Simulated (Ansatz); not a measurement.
# Ta4NiO11 (P2/m) in Ansatz: single point with PBE

Aim: the single point of Ta4NiO11 with PBE.

Program: Ansatz 0.2.0. These are calculated values, not measurements. Logs are shortened: lines on timing, memory, paths and dates and some standing lists are left out, and cuts for length are marked.

### Step 1. The structure

Symmetry: P2/m, No. 10, monoclinic system. The conventional cell has a = 4.771 Å, b = 5.825 Å, c = 7.518 Å, α = 90.00°, β = 105.26°, γ = 90.00°. Ta (site symmetry m) has 4 O at 1.89 to 2.01 Å as nearest neighbours. Ta (site symmetry m) has 5 O at 1.89 to 1.98 Å as nearest neighbours. Ni (site symmetry 2/m) is surrounded by 4 O at 1.94 Å. O (site symmetry 1) is surrounded by 1 Ta at 1.93 Å and 1 Ni at 1.94 Å. O (site symmetry 1) has 2 Ta at 1.93 to 1.98 Å as nearest neighbours. Around O (site symmetry 2/m) lie 2 Ta at 2.01 Å. Around O (site symmetry 2/m) lie 2 Ta at 1.89 Å. Around O (site symmetry 2/m) lie 2 Ta at 1.89 Å.

The cell was built by a generator and needn't be a form met in nature.

### Step 2. Single point, PBE, collinear spin, ferromagnetic start

input.yaml reads:

```yaml
crystal:
  lattice:
    - [4.77089, 0.0, 0.00513]
    - [0.0, 5.82454, 0.0]
    - [-1.98628, 0.0, 7.25051]
  atoms:
    - { symbol: Ta, position: [0.61339, 0.5, 0.76042] }
    - { symbol: Ta, position: [0.38661, 0.5, 0.23958] }
    - { symbol: Ta, position: [0.16615, 0.0, 0.79875] }
    - { symbol: Ta, position: [0.83385, 0.0, 0.20125] }
    - { symbol: Ni, position: [0.5, 0.0, 0.5], spin: 1.0 }
    - { symbol: O, position: [0.33278, 0.79913, 0.65053] }
    - { symbol: O, position: [0.66722, 0.79913, 0.34947] }
    - { symbol: O, position: [0.90047, 0.25786, 0.80718] }
    - { symbol: O, position: [0.09953, 0.25786, 0.19282] }
    - { symbol: O, position: [0.66722, 0.20087, 0.34947] }
    - { symbol: O, position: [0.33278, 0.20087, 0.65053] }
    - { symbol: O, position: [0.09953, 0.74214, 0.19282] }
    - { symbol: O, position: [0.90047, 0.74214, 0.80718] }
    - { symbol: O, position: [0.5, 0.5, 0.0] }
    - { symbol: O, position: [0.5, 0.0, 0.0] }
    - { symbol: O, position: [0.5, 0.5, 0.5] }
hamiltonian:
  xc: pbe
  pseudopotentials: { kind: nc }
magnetization:
  spin_polarized: true
kpoints:
  mp_grid: { grid: [6, 5, 4] }
scf:
  occupations: { method: fermi_dirac, width: 0.05 }
output:
  forces: true
  stress: true
  eigenvalues: true
```

Potentials or basis: Ansatz NC.

Started as:

```console
ansatz run input.yaml --threads 8 --pin off --max-ram 20480MiB --backend cpu --events-out ev --progress --plain --runs-dir out
```

What it wrote:

```text
Warning: RAYON_NUM_THREADS=8 ignored (pool sized by the plan → 8); use --threads N
Engine: ansatz 0.2.0, aarch64-unknown-linux-gnu
Pseudopotentials: kind: nc
Pseudopotential: Ta, nc, valence charge 27, recommended cutoff 1000 eV (normal), Ta.nc.azcp
Pseudopotential: Ni, nc, valence charge 18, recommended cutoff 1400 eV (normal), Ni.nc.azcp
Pseudopotential: O, nc, valence charge 6, recommended cutoff 1240 eV (normal), O.nc.azcp
Functional definition: PBE
  parameter kappa = 0.804
  parameter beta = 0.06672455060314922
  exchange = pbe_x(kappa = kappa, mu = beta*pi^2/3)
  correlation = pbe_c(beta = beta)
Crystal: 16 atoms, lattice volume = 201.538 Å³
Basis set: ecut = 1400 eV, 23953 PW (Γ), exchange–correlation on 120×144×192 points (8 copies of the dense FFT grid, shifted against one another)
Bands: 116, of which v1, the nominal top of the filled ones, is band 96 counted from 1 (95 counted from 0)
Symmetry: 4 space group operations
Space group: P2/m (ITA 10), of the structure as read, at distance tolerance 5.9e-5 Å
Magnetic group: BNS 10.42 (UNI 49), of the structure as read, at distance tolerance 5.9e-5 Å
k-points: 42 of 120
Non-local potential: Ta, projectors of the file, l = 0: 2, l = 1: 2, l = 2: 2, l = 3: 2
Non-local potential: Ni, projectors of the file, l = 0: 2, l = 1: 2, l = 2: 2
Non-local potential: O, projectors of the file, l = 0: 2, l = 1: 2, l = 2: 1
Initial density: superposition of atomic densities (chi_scale 0.1, normalization cell, long waves kept (reshape's long-wave potential 0.17 eV rms))
Starting moments: Σ|m| = 1 μB on 1 of 16 sites
Initial wavefunctions: pseudopotential atomic-orbital guess
Functional: x = pbe(κ = 0.804, μ = 0.2195149727645171), c = pbe(β = 0.06672455060314922)
SCF iter   1: F=—  HF=-42027.963784 eV  |F-HF|=—  |Δ(HF+E_count)|=         —  Δρ=8.87e-2 (↑6.05e-2 ↓8.87e-2)  dr2=3.24e1  dr2_m=1.21e0  M=0.000 μB ∫|m|=0.324 μB  β_m=0.30  ethr=3.10e-3  ⟨swp⟩=6.2  Hψ=33569  notcnv=0  defer=296
preconditioner: auto → Resta (q_TF=auto, 2.706 Å⁻¹)  ε∞=4.8  [insulator: Δε(μ)=0.506 eV  Ē_g=16.597 eV  σ=0.050 eV  W_gap=0.98  n_scr=64 (ndim 8)  ℏωp=32.2 eV  f_vac=0.051  D(μ)=0.01/eV (n_scr^D=0)  ε∞_Penn≈4.8]
spin=Collinear: Resta preconditioning applied to the charge; magnetization (m = ρ↑ − ρ↓) channel mixes plain (no charge-response kernel on spin).
SCF iter   2: F=—  HF=-42022.690083 eV  |F-HF|=—  |Δ(HF+E_count)|=    5.27e0  Δρ=5.65e-2 (↑5.65e-2 ↓4.62e-2)  dr2=8.36e0  dr2_m=6.06e-1  M=0.004 μB ∫|m|=0.307 μB  β_m=0.30  ethr=3.10e-3  ⟨swp⟩=3.0  Hψ=20405  notcnv=0  defer=1052
SCF iter   3: F=—  HF=-42021.346924 eV  |F-HF|=—  |Δ(HF+E_count)|=    1.34e0  Δρ=3.50e-2 (↑2.95e-2 ↓3.50e-2)  dr2=3.55e0  dr2_m=3.86e-1  M=0.000 μB ∫|m|=0.212 μB  β_m=0.30  ethr=3.10e-3  ⟨swp⟩=2.6  Hψ=12716  notcnv=0  defer=783
SCF iter   4: F=—  HF=-42020.371809 eV  |F-HF|=—  |Δ(HF+E_count)|=   9.75e-1  Δρ=1.61e-2 (↑1.61e-2 ↓1.26e-2)  dr2=4.63e-1  dr2_m=2.00e-1  M=0.003 μB ∫|m|=0.188 μB  β_m=0.30  ethr=1.85e-3  ⟨swp⟩=3.0  Hψ=19947  notcnv=0  defer=1054
SCF iter   5: F=—  HF=-42020.349623 eV  |F-HF|=—  |Δ(HF+E_count)|=   2.22e-2  Δρ=1.01e-2 (↑1.01e-2 ↓9.40e-3)  dr2=1.37e-1  dr2_m=1.13e-1  M=0.003 μB ∫|m|=0.160 μB  β_m=0.30  ethr=2.41e-4  ⟨swp⟩=2.6  Hψ=16058  notcnv=0  defer=1043
[... 29 lines left out ...]
SCF iter  33: F=-42020.396241 eV  HF=-42020.396241 eV  |F-HF|=8.08e-10  |Δ(HF+E_count)|=   2.45e-9  Δρ=8.52e-7 (↑8.52e-7 ↓7.52e-7)  dr2=1.18e-9  dr2_m=6.25e-10  M=0.000 μB ∫|m|=0.402 μB  ethr=1.00e-12  ⟨swp⟩=3.0  Hψ=20738  notcnv=0
at 9 of the mixer's solves, the last at iteration 25, it left a direction of its history that read negative out of its fit and stepped the other way along it
SCF 1 converged in 33 iterations: F = -42020.396241 eV  dr2 = 1.18e-9
SCF converged after 33 iterations
Magnetization: 0.0000 μB (96.0000 up, 96.0000 down)
Absolute magnetization: 0.4016 μB (∫|ρ↑−ρ↓|)
Spin contamination: 0.1035 ħ² per cell (⟨S²⟩ above its minimum at these occupations)
Per-site moments (μB) at R_I (Å): [(-0.0002748924692041748, 0.7791746507837248), (-0.0002748924692041527, 0.7791746507837249), (0.00030743466797678455, 0.7780265341883814), (0.00030743466797678265, 0.7780265341883813), (0.011660500947699546, 0.7999841063887542), (-0.003128676477919745, 0.7943887950734209), (-0.003128676477919776, 0.7943887950734211), (0.00017380784517853962, 0.7972175426283135), (0.0001738078451786096, 0.7972175426283135), (-0.0031286764779197176, 0.7943887950734212), (-0.003128676477919838, 0.794388795073421), (0.00017380784517860264, 0.7972175426283135), (0.0001738078451786194, 0.7972175426283135), (0.0009338440092745124, 0.8300775832796297), (0.0005337100579014182, 0.7780265341883813), (-0.000727663124995397, 0.7791746507837248)]
Free energy (F): -42020.396241 eV
Harris-Foulkes:  -42020.396241 eV  (|F-HF|=8.08e-10)
Internal energy: -42020.396156 eV  (E = F + TS)
E sigma→0 (E₀):  -42020.396199 eV
Entropy (-TS):   -0.000085 eV (-0.005 meV/atom)
Fermi energy:    12.886984 eV
--- Per-component energies (eV) ---
  E_band       = -1429.594474
  E_kinetic    = 20007.979904
  E_local      = -35512.221695  (includes V_loc(G=0)·N_el)
  E_nonlocal   = -8535.873219
  E_hartree    = 13777.703870
  E_xc         = -7355.620838
  E_vxc        = -4944.886502  (∫ρ·V_xc dr)
  E_ewald      = -24402.364178
  E_smearing   = -0.000085  (= −TS)
  E_closure    = 0.000000  (closes the sum)
  Σ components = -42020.396241   (vs F -42020.396241, Δ=0.00e0)
--- Forces (eV/Å), atoms counted from 1 ---
  atom   1  Ta    -0.03360301     0.00000000     0.02977725
  atom   2  Ta     0.03360301     0.00000000    -0.02977725
  atom   3  Ta    -0.02906816     0.00000000     0.03756949
  atom   4  Ta     0.02906816     0.00000000    -0.03756949
  atom   5  Ni     0.00000000     0.00000000     0.00000000
  atom   6  O     -0.02565079    -0.02585860     0.02682457
[... 8 lines left out ...]
  atom  15  O      0.00000000     0.00000000     0.00000000
  atom  16  O     -0.00000000     0.00000000     0.00000000
  max |Σ_I F_I| component: 6.94e-18 eV/Å
--- Stress (GPa, compression-positive) ---
        0.335864      -0.000000      -0.150710
       -0.000000       0.270325       0.000000
       -0.150710       0.000000       0.294228
  P = ⅓ Tr σ = 0.3001 GPa (3.001 kbar)
--- Band table (eV; the first three rows and the last of 84) ---
  k-point 0 ↑: bands = ["-90.1658", "-56.4366", "-56.4357", "-56.3756", "-56.3744", "-50.9977", "-50.9944", "-49.6539", "-23.1928", "-23.0998", "-23.0703", "-23.0565", "-23.0450", "-23.0417", "-23.0347", "-22.9628", "-22.9440", "-22.9285", "-22.9041", "-22.9012", "-8.4642", "-8.4419", "-8.4362", "-8.4222", "-8.4212", "-8.4012", "-8.3872", "-8.3705", "-8.3604", "-8.3496", "-8.3482", "-8.3430", "-8.3404", "-8.3372", "-8.3357", "-8.3269", "-8.3181", "-8.2810", "-8.2805", "-8.2803", "-8.2768", "-8.2761", "-8.2674", "-8.2664", "-8.1684", "-8.1669", "-8.1646", "-8.1637", "-6.8559", "-6.2657", "-6.1348", "-5.6352", "-5.5896", "-5.5323", "-5.1524", "-5.0684", "-4.9293", "-4.9263", "-4.5136", "5.6549", "5.8468", "5.8732", "5.8981", "6.1348", "6.2719", "6.2776", "6.2843", "6.5794", "7.1669", "7.1726", "7.2780", "7.4758", "7.4894", "7.6610", "8.6844", "8.7320", "8.8549", "8.9613", "9.2839", "9.3211", "9.4017", "9.4822", "9.4932", "9.6831", "9.8568", "9.8654", "10.0841", "10.4339", "10.5546", "10.7992", "10.9037", "11.4897", "11.6402", "12.0871", "12.2242", "12.3365", "13.4304", "13.6850", "14.1858", "14.3537", "14.9611", "15.2737", "15.4714", "15.6725", "16.6246", "16.6558", "16.7510", "16.8692", "17.3446", "17.4566", "17.5023", "17.8962", "18.2889", "18.3985", "18.5734", "19.7635"]
  k-point 1 ↑: bands = ["-90.1658", "-56.4365", "-56.4358", "-56.3756", "-56.3744", "-50.9977", "-50.9944", "-49.6539", "-23.1913", "-23.1016", "-23.0682", "-23.0610", "-23.0439", "-23.0358", "-23.0261", "-22.9639", "-22.9439", "-22.9409", "-22.9036", "-22.9016", "-8.4631", "-8.4419", "-8.4349", "-8.4221", "-8.4212", "-8.4013", "-8.3875", "-8.3716", "-8.3593", "-8.3497", "-8.3480", "-8.3477", "-8.3421", "-8.3371", "-8.3358", "-8.3233", "-8.3125", "-8.2835", "-8.2806", "-8.2798", "-8.2777", "-8.2771", "-8.2677", "-8.2661", "-8.1682", "-8.1670", "-8.1645", "-8.1638", "-6.7868", "-6.4030", "-6.0590", "-5.6477", "-5.5211", "-5.4896", "-5.1436", "-5.0481", "-4.9483", "-4.9446", "-4.6506", "5.7957", "5.8556", "5.8841", "5.9887", "6.0879", "6.2480", "6.2840", "6.5181", "6.6053", "6.9078", "7.3146", "7.3149", "7.4652", "7.4739", "7.9353", "8.4417", "8.5744", "8.8492", "9.0142", "9.0666", "9.1381", "9.1768", "9.4445", "9.5830", "9.7924", "9.8482", "9.9164", "10.1541", "10.2762", "10.6204", "10.6891", "10.8760", "11.5032", "11.6660", "12.1429", "12.2324", "12.3713", "13.5061", "13.7502", "14.2025", "14.4118", "15.1123", "15.2494", "15.4928", "15.9291", "16.3846", "16.4517", "16.6809", "16.9816", "17.1753", "17.3038", "17.6933", "18.1353", "18.4487", "18.5165", "18.5535", "19.2809"]
  k-point 2 ↑: bands = ["-90.1658", "-56.4364", "-56.4360", "-56.3756", "-56.3744", "-50.9977", "-50.9944", "-49.6539", "-23.1897", "-23.1034", "-23.0662", "-23.0636", "-23.0423", "-23.0375", "-23.0048", "-22.9706", "-22.9557", "-22.9434", "-22.9029", "-22.9023", "-8.4620", "-8.4419", "-8.4335", "-8.4220", "-8.4213", "-8.4015", "-8.3879", "-8.3727", "-8.3570", "-8.3533", "-8.3499", "-8.3479", "-8.3420", "-8.3371", "-8.3358", "-8.3222", "-8.3039", "-8.2896", "-8.2802", "-8.2793", "-8.2788", "-8.2776", "-8.2678", "-8.2660", "-8.1680", "-8.1671", "-8.1643", "-8.1640", "-6.6309", "-6.5922", "-6.0202", "-5.6581", "-5.5120", "-5.2910", "-5.1915", "-5.0091", "-4.9871", "-4.9860", "-4.8027", "5.8078", "5.8546", "5.9272", "5.9707", "6.0963", "6.2134", "6.6348", "6.6457", "6.7229", "6.9038", "7.3335", "7.3542", "7.3760", "7.4574", "7.9656", "8.3578", "8.5299", "8.5911", "8.7586", "8.8303", "9.0570", "9.3067", "9.4423", "9.5161", "9.8016", "9.9027", "10.0098", "10.1555", "10.2159", "10.5797", "10.7199", "10.8091", "11.5209", "11.6862", "12.2029", "12.2429", "12.4059", "13.5772", "13.8148", "14.1892", "14.4419", "15.2881", "15.3631", "15.8187", "15.8703", "15.9661", "16.5326", "16.6578", "16.7259", "17.0761", "17.2387", "17.7937", "18.1359", "18.5050", "18.5123", "18.7742", "19.7755"]
  k-point 41 ↓: bands = ["-90.1508", "-56.4367", "-56.4363", "-56.3749", "-56.3745", "-50.9739", "-50.9732", "-49.6513", "-23.1917", "-23.1072", "-23.0743", "-23.0701", "-23.0424", "-23.0348", "-23.0072", "-22.9626", "-22.9329", "-22.9295", "-22.9200", "-22.9185", "-8.4505", "-8.4429", "-8.4392", "-8.4233", "-8.4149", "-8.4012", "-8.3887", "-8.3694", "-8.3594", "-8.3575", "-8.3525", "-8.3475", "-8.3383", "-8.3344", "-8.3340", "-8.3235", "-8.3043", "-8.2910", "-8.2815", "-8.2791", "-8.2785", "-8.2782", "-8.2684", "-8.2679", "-8.1687", "-8.1670", "-8.1617", "-8.1610", "-6.2809", "-6.2312", "-6.0945", "-5.9465", "-5.7955", "-5.3752", "-5.2873", "-5.2051", "-5.0882", "-4.8710", "-4.5907", "5.6958", "5.9047", "6.0090", "6.0623", "6.3138", "6.5206", "6.8499", "7.0001", "7.0641", "7.1593", "7.2569", "7.2941", "7.4419", "7.5003", "7.7998", "8.2122", "8.2928", "8.5204", "8.5370", "8.6927", "8.9618", "9.1050", "9.1581", "9.4828", "9.5451", "9.6949", "9.8471", "9.9103", "10.2731", "10.4177", "10.5665", "11.0111", "11.1431", "11.7392", "12.2057", "12.2475", "12.4145", "13.2794", "14.5627", "15.0034", "15.1609", "15.1941", "15.6507", "15.7547", "15.8967", "16.0955", "16.1824", "16.4507", "16.5810", "16.6755", "17.3744", "17.7681", "18.4499", "18.7888", "19.1870", "19.3389", "19.8724"]
```

Wall time 4.3 min (8 threads of Arm Neoverse V2, shared host); peak memory 8.8 GiB.

What came out:

```yaml
Free_energy: -42020.3962 eV
Pressure: 0.3 GPa
Largest_force: 0.048 eV/Å
Band_gap_on_the_k_mesh: 0.79 eV, indirect (least direct gap 0.81 eV)
Net_moment: 0.00 μB per cell
Absolute_moment: 0.40 μB per cell
```

Forces in eV/Å, atoms in the order of the input:
```
Ta  -0.034  0.000  0.030
Ta   0.034  0.000 -0.030
Ta  -0.029  0.000  0.038
Ta   0.029  0.000 -0.038
Ni   0.000  0.000  0.000
O   -0.026 -0.026  0.027
O    0.026 -0.026 -0.027
O    0.011 -0.019 -0.010
O   -0.011 -0.019  0.010
O    0.026  0.026 -0.027
O   -0.026  0.026  0.027
O   -0.011  0.019  0.010
O    0.011  0.019 -0.010
O    0.000  0.000  0.000
O    0.000  0.000  0.000
O    0.000  0.000  0.000
```

Caveat: odd divisions of the mesh miss points on the zone boundary, where band edges often lie, so the gap on the mesh can be too wide; spin-orbit coupling is left out, which moves the levels of the heavy elements; the starting moments weren't kept. A hybrid or GW would open this gap; PBE tends to underestimate it.
